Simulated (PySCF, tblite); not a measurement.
# C2H8OSi2: dynamics, then NMR shifts on frames, part 1 of 2

Aim: move C2H8OSi2 (`C1C[SiH2]O[SiH2]1`) away from its starting geometry and see how NMR shifts follow the geometry.

Programs: tblite 0.8.0 and PySCF 2.14.0, with density-fitted response routines of our own. Each step states its level of theory. These are calculated values for one molecule in the gas phase, unless marked as measured. Atoms are numbered from 0 throughout.

## 1. The starting structure

13 atoms, charge 0, multiplicity 1; geometry from: GFN2-xTB.

Bonds of the start (Å): C0–C1 1.54, C1–Si2 1.91, Si2–O3 1.64, O3–Si4 1.64, Si4–C0 1.91, C0–H5 1.09, C0–H6 1.09, C1–H7 1.09, C1–H8 1.09, Si2–H9 1.46, Si2–H10 1.46, Si4–H11 1.46, Si4–H12 1.46.

## 2. Thermal motion with GFN2-xTB

What the job is given:

```
{"job": {"kind": "md", "xc": "GFN2-xTB", "basis": "xTB", "temperature": 400, "steps": 2000, "every": 50, "frames": 5}, "charge": 0, "multiplicity": 1}
C     -1.182472    -0.345655     0.101972
C      0.045477    -1.214528    -0.220791
Si     1.602136    -0.196413     0.211913
O      0.944573     1.302021     0.115229
Si    -0.668374     1.480484    -0.115580
H     -2.039162    -0.644880    -0.502425
H     -1.469802    -0.509809     1.143143
H      0.054308    -1.433147    -1.290950
H     -0.017005    -2.177333     0.287085
H      2.654164    -0.253711    -0.795435
H      2.074060    -0.374775     1.581897
H     -1.145502     2.371251     0.934571
H     -0.856789     1.996982    -1.468357
```

Method: GFN2-xTB Langevin dynamics, gas phase.

Launch:

```
> OMP_NUM_THREADS=1 python probes_run.py task.json out
```

This one command runs all jobs of the session in turn.

Output:

```text
t/fs     T/K      E/eV
    0.0   333.4   -434.74705
   25.0   237.3   -434.52123
   50.0   185.1   -434.35506
   75.0   183.2   -434.27110
  100.0   218.4   -434.41151
  125.0   133.2   -434.15730
  150.0   313.7   -434.40686
  175.0   269.4   -434.18839
  200.0   252.7   -434.18242
  225.0   241.9   -434.25490
  250.0   317.1   -434.40668
  275.0   242.4   -434.22813
  300.0   310.5   -434.27583
  325.0   263.6   -434.26542
  350.0   369.8   -434.21880
  375.0   634.0   -434.46332
  400.0   391.1   -434.04302
  425.0   312.3   -433.82087
  450.0   491.2   -434.06466
  475.0   440.9   -434.03587
  500.0   619.2   -434.25820
  525.0   385.0   -433.93450
  550.0   503.7   -433.93991
  575.0   365.2   -433.77759
  600.0   537.7   -434.06176
  625.0   532.7   -434.11723
  650.0   438.2   -433.98139
  675.0   319.7   -433.91046
  700.0   369.2   -434.12105
  725.0   447.1   -434.18146
  750.0   407.4   -434.11435
  775.0   434.8   -434.02844
  800.0   400.5   -433.84282
  825.0   562.3   -434.03050
  850.0   524.6   -434.04038
  875.0   718.5   -434.08553
  900.0   462.1   -433.76863
  925.0   551.1   -433.82120
  950.0   550.0   -434.12708
  975.0   556.7   -434.20392
 1000.0   501.1   -433.98191
```

It took 13 s on 1 thread of Intel Xeon Platinum 8375C at 2.90GHz, shared host.

Distance from the start (root mean square after alignment): 0 fs 0.00 Å, 200 fs 0.11 Å, 400 fs 0.25 Å, 600 fs 0.18 Å, 800 fs 0.35 Å, 1000 fs 0.80 Å.

Positions (Å) and forces (eV/Å) at 1000 fs:

```xyz
13

C    -0.512   -1.115   -0.803   -0.197   -0.754   -0.368
C     0.092   -1.747    0.455    1.645    0.080    0.832
Si    0.152   -0.278    1.709    0.368    0.371   -0.469
O    -1.250    0.474    1.240    0.514   -0.204    0.344
Si   -1.830    0.329   -0.294    2.979   -1.464    0.125
H     0.359   -0.779   -1.425   -0.940    0.272    0.467
H    -0.959   -1.930   -1.386   -0.182    0.213   -0.143
H     1.155   -2.224    0.281   -1.953    0.855    0.108
H    -0.508   -2.537    0.952    0.100    0.325   -0.699
H     1.177    0.784    1.500   -0.241   -0.401   -0.013
H     0.303   -0.788    3.063   -0.408    0.105    0.149
H    -3.172    0.462    0.012   -1.979   -0.283    0.234
H    -1.467    1.346   -1.217    0.295    0.885   -0.565
```

## 3. Nuclear shieldings: 250 fs, PBE0/pcSseg-1

What the job is given:

```
{"job": {"kind": "nmr", "xc": "PBE0", "basis": "pcSseg-1", "pop": false}, "charge": 0, "multiplicity": 1}
C     -1.542100    -0.420200     0.099200
C     -0.357400    -1.193500    -0.238400
Si     1.161700    -0.288700     0.455600
O      0.529900     1.222100     0.643400
Si    -1.053500     1.408500     0.203400
H     -2.448600    -0.577000    -0.510700
H     -1.764900    -0.820000     1.098900
H     -0.182200    -1.218000    -1.337200
H     -0.409300    -2.230400     0.015800
H      2.298800    -0.200300    -0.420900
H      1.643600    -0.958000     1.698500
H     -1.751700     2.222400     1.158400
H     -1.132600     2.020400    -1.162200
```

Method: GIAO PBE0/pcSseg-1 NMR shielding, non-relativistic, gas phase.

Output:

```text
coarse grid: 11472 points
cycle   1  E = -734.6804775095  dE =  5.961e-01  |g| = 7.953e-01  |ddm| = 3.269e+00
cycle   2  E = -734.4767191781  dE =  2.038e-01  |g| = 1.290e+00  |ddm| = 1.741e+00
cycle   3  E = -734.7983214581  dE = -3.216e-01  |g| = 1.178e-01  |ddm| = 1.261e+00
cycle   4  E = -734.8006938743  dE = -2.372e-03  |g| = 5.378e-02  |ddm| = 1.388e-01
cycle   5  E = -734.8014028156  dE = -7.089e-04  |g| = 8.285e-03  |ddm| = 5.241e-02
cycle   6  E = -734.8014183962  dE = -1.558e-05  |g| = 1.320e-03  |ddm| = 1.098e-02
cycle   7  E = -734.8014188402  dE = -4.440e-07  |g| = 2.465e-04  |ddm| = 1.855e-03
final grid: 100456 points
cycle   8  E = -734.8394498081  dE = -1.207e-05  |g| = 8.524e-03  |ddm| = 1.716e-02
cycle   9  E = -734.8394277194  dE =  2.209e-05  |g| = 1.352e-02  |ddm| = 1.612e-02
cycle  10  E = -734.8394644540  dE = -3.673e-05  |g| = 8.198e-04  |ddm| = 1.028e-02
cycle  11  E = -734.8394645792  dE = -1.251e-07  |g| = 2.077e-04  |ddm| = 7.850e-04
cycle  12  E = -734.8394645896  dE = -1.046e-08  |g| = 2.245e-05  |ddm| = 2.317e-04
cycle  13  E = -734.8394645897  dE = -9.823e-11  |g| = 3.035e-06  |ddm| = 2.602e-05
converged SCF energy = -734.8394645897

GIAO shielding tensors (ppm)
atom      isotropic    diamagn.    paramagn.     s11        s22        s33       span
  0 C      180.252     252.664     -72.412    167.559    180.692    192.503     24.944
  1 C      183.504     254.932     -71.428    171.552    179.824    199.136     27.585
  2 Si     352.710     879.478    -526.769    290.429    332.867    434.833    144.404
  3 O      311.196     397.273     -86.077    224.258    348.947    360.384    136.125
  4 Si     350.001     879.112    -529.111    287.322    343.837    418.843    131.521
  5 H       30.440      29.535       0.904     25.583     27.426     38.309     12.726
  6 H       30.162      30.712      -0.550     24.302     28.364     37.819     13.517
  7 H       30.345      31.814      -1.469     25.583     27.386     38.067     12.485
  8 H       31.192      31.935      -0.743     25.907     28.342     39.326     13.420
  9 H       26.857      29.761      -2.905     23.528     24.492     32.550      9.022
 10 H       26.341      28.826      -2.485     22.897     24.162     31.963      9.066
 11 H       26.770      28.725      -1.955     23.353     24.458     32.498      9.145
 12 H       26.434      28.763      -2.329     22.938     24.190     32.173      9.235
```

Run time: 15 s. Hardware: 1 thread of Intel Xeon Platinum 8375C at 2.90GHz, shared host; peak memory 0.7 GiB.

The references, computed at this level on geometries of the same kind, shield at (ppm): ¹H TMS 31.72, ¹³C TMS 186.9, ²⁹Si TMS 349.2, ¹⁷O H2O 336.1. Their shielding less the atom's gives the shift. The references are single molecules in the gas phase, so shifts against H2O, NH3, PH3, H3PO4 or CFCl3 are not on the usual liquid scales and can be off by tens of ppm. Each atom is listed at this fixed geometry, with no averaging over motion; a spectrum would average atoms that exchange fast.

```
atoms                                                 environment  σ (ppm)  δ (ppm)
   C0                                        sp3 CH2 bonded to Si    180.3      6.7
   C1                                        sp3 CH2 bonded to Si    183.5      3.4
  H10  hydrogen on a silicon bonded to C, O, in a 5-membered ring    26.34     5.38
  H12  hydrogen on a silicon bonded to C, O, in a 5-membered ring    26.43     5.28
  H11  hydrogen on a silicon bonded to C, O, in a 5-membered ring    26.77     4.95
   H9  hydrogen on a silicon bonded to C, O, in a 5-membered ring    26.86     4.86
   H6                         hydrogen on an sp3 CH2 bonded to Si    30.16     1.56
   H7                         hydrogen on an sp3 CH2 bonded to Si    30.35     1.37
   H5                         hydrogen on an sp3 CH2 bonded to Si    30.44     1.28
   H8                         hydrogen on an sp3 CH2 bonded to Si    31.19     0.53
  Si4           silicon bonded to C, O, 2 H, in a 5-membered ring    350.0     -0.8
  Si2           silicon bonded to C, O, 2 H, in a 5-membered ring    352.7     -3.6
   O3                 oxygen bonded to 2 Si, in a 5-membered ring    311.2     24.9
```

Ring of atoms C0, C1, Si2, O3, Si4: NICS(0) -5.2, NICS(1) -2.8, NICS(1)zz -3.0 ppm (means of both faces).

## 4. NMR shieldings: 425 fs, PBE0/pcSseg-1

What the job is given:

```
{"job": {"kind": "nmr", "xc": "PBE0", "basis": "pcSseg-1", "pop": false}, "charge": 0, "multiplicity": 1}
C     -1.742200    -0.877700     0.118600
C     -0.359700    -1.521700     0.199300
Si     0.893000    -0.181800     0.798800
O     -0.192000     0.997500     1.320700
Si    -1.688900     1.055500     0.621700
H     -2.335600    -0.988900    -0.834000
H     -2.463300    -1.251300     0.944900
H     -0.136800    -1.973600    -0.730600
H     -0.251700    -2.347500     0.927000
H      1.745300     0.603700    -0.150000
H      1.619300    -0.557500     1.877000
H     -2.644300     1.305200     1.647700
H     -1.136700     1.944400    -0.517200
```

Method: GIAO PBE0/pcSseg-1 NMR shielding, non-relativistic, gas phase.

Output:

```text
coarse grid: 11472 points
cycle   1  E = -734.6295511059  dE =  4.202e-01  |g| = 8.400e-01  |ddm| = 3.242e+00
cycle   2  E = -734.3372275097  dE =  2.923e-01  |g| = 1.469e+00  |ddm| = 2.333e+00
cycle   3  E = -734.7631465371  dE = -4.259e-01  |g| = 1.155e-01  |ddm| = 1.782e+00
cycle   4  E = -734.7647829321  dE = -1.636e-03  |g| = 7.487e-02  |ddm| = 1.621e-01
cycle   5  E = -734.7662198894  dE = -1.437e-03  |g| = 8.597e-03  |ddm| = 7.302e-02
cycle   6  E = -734.7662358094  dE = -1.592e-05  |g| = 1.948e-03  |ddm| = 1.144e-02
cycle   7  E = -734.7662366856  dE = -8.762e-07  |g| = 6.628e-04  |ddm| = 2.392e-03
final grid: 100456 points
cycle   8  E = -734.8043764792  dE = -9.776e-06  |g| = 8.120e-03  |ddm| = 1.695e-02
cycle   9  E = -734.8043556015  dE =  2.088e-05  |g| = 1.296e-02  |ddm| = 1.609e-02
cycle  10  E = -734.8043897462  dE = -3.414e-05  |g| = 7.779e-04  |ddm| = 1.038e-02
cycle  11  E = -734.8043898557  dE = -1.095e-07  |g| = 2.154e-04  |ddm| = 7.866e-04
cycle  12  E = -734.8043898668  dE = -1.110e-08  |g| = 4.270e-05  |ddm| = 2.480e-04
cycle  13  E = -734.8043898671  dE = -3.417e-10  |g| = 1.763e-05  |ddm| = 5.113e-05
converged SCF energy = -734.8043898671

GIAO shielding tensors (ppm)
atom      isotropic    diamagn.    paramagn.     s11        s22        s33       span
  0 C      166.913     249.842     -82.929    147.172    169.168    184.399     37.227
  1 C      182.563     252.142     -69.578    163.384    182.054    202.252     38.868
  2 Si     339.145     880.081    -540.936    249.946    342.342    425.147    175.202
  3 O      293.317     400.175    -106.857    175.807    306.979    397.166    221.359
  4 Si     334.862     880.283    -545.421    254.762    357.663    392.161    137.400
  5 H       29.609      28.918       0.691     24.796     27.192     36.840     12.043
  6 H       29.024      28.004       1.021     23.865     26.813     36.396     12.531
  7 H       31.136      32.134      -0.998     25.568     28.668     39.171     13.603
  8 H       30.273      29.889       0.384     24.893     27.370     38.555     13.662
  9 H       26.067      29.492      -3.424     22.342     24.130     31.730      9.387
 10 H       27.721      31.561      -3.840     23.946     25.440     33.776      9.830
 11 H       26.186      29.612      -3.427     22.747     23.793     32.018      9.270
 12 H       24.469      28.333      -3.865     20.092     22.511     30.803     10.711
```

Wall time 14 s (1 thread of Intel Xeon Platinum 8375C at 2.90GHz, shared host); peak memory 0.71 GiB.

In short: δ C0 20.0, C1 4.4, Si4 14.3, Si2 10.0, H12 7.25, H9 5.65 ppm.

(Continued in part 2 of 2.)
